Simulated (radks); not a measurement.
# Cs⁵⁺ in [Kr] 4d10 5s1.5 5p2 5d0.5: an all-electron calculation

One table from this session's results is given with a row withheld; the runs are named, their logs left out.

The numbers are computed with radks (a radial shooting solver on a logarithmic mesh, Libxc functionals) version 1 (scalar-relativistic Kohn-Sham, LDA (Slater exchange, Perdew-Wang correlation), spin-unpolarised, spherical densities, finite nucleus), except any that are marked as measured or tabulated.

### The system

```
element            : caesium (Z = 55)
charge             : +5
electrons          : 50
configuration      : [Kr] 4d10 5s1.5 5p2 5d0.5
nuclear rms radius : 4.8041 fm
```

The first run:

The run's settings:

```text
Z 55
configuration [Kr] 4d10 5s1.5 5p2 5d0.5 6s0 4f0 6p0 6d0
relativity scalar-relativistic
functional lda,pw
spin unpolarised
nucleus finite rms 4.8041 fm
c 137.035999084
```

Command:

```sh
> python run_ks.py task.json out
```

The same process makes all the runs of this session.

One table of the session follows, with a row left open; its other results are not shown here.

It belongs to the step «Shells». From the orbitals of this run (lengths in bohr):

```
level      <r>  outermost maximum (interpolated)  90 % within  nodes
   1s  0.02613                            0.0168       0.0470      0
   2s        ?                                 ?            ?      ?
   2p  0.09824                            0.0762        0.160      0
   3s   0.2994                             0.273        0.440      2
   3p   0.2973                             0.267        0.446      1
   3d   0.2737                             0.220        0.429      0
   4s   0.6938                             0.642        0.999      3
   4p   0.7375                             0.672         1.08      2
   4d   0.8283                             0.719         1.25      1
   5s    1.597                              1.48         2.27      4
   5p    1.786                              1.64         2.55      3
   4f    1.247                             0.867         2.09      0
   5d    2.238                              2.04         3.22      2
   6s    3.115                              3.05         4.34      5
   6p    3.477                              3.42         4.86      4
   6d    4.301                              4.28         6.05      3
```

Q: Estimate the row for 2s from the others.

**Answer.** <r>: 0.1122; outermost maximum (interpolated): 0.0950; 90 % within: 0.173; nodes: 1. In the column «<r>» it lies between 2p (0.09824) and 3d (0.2737).
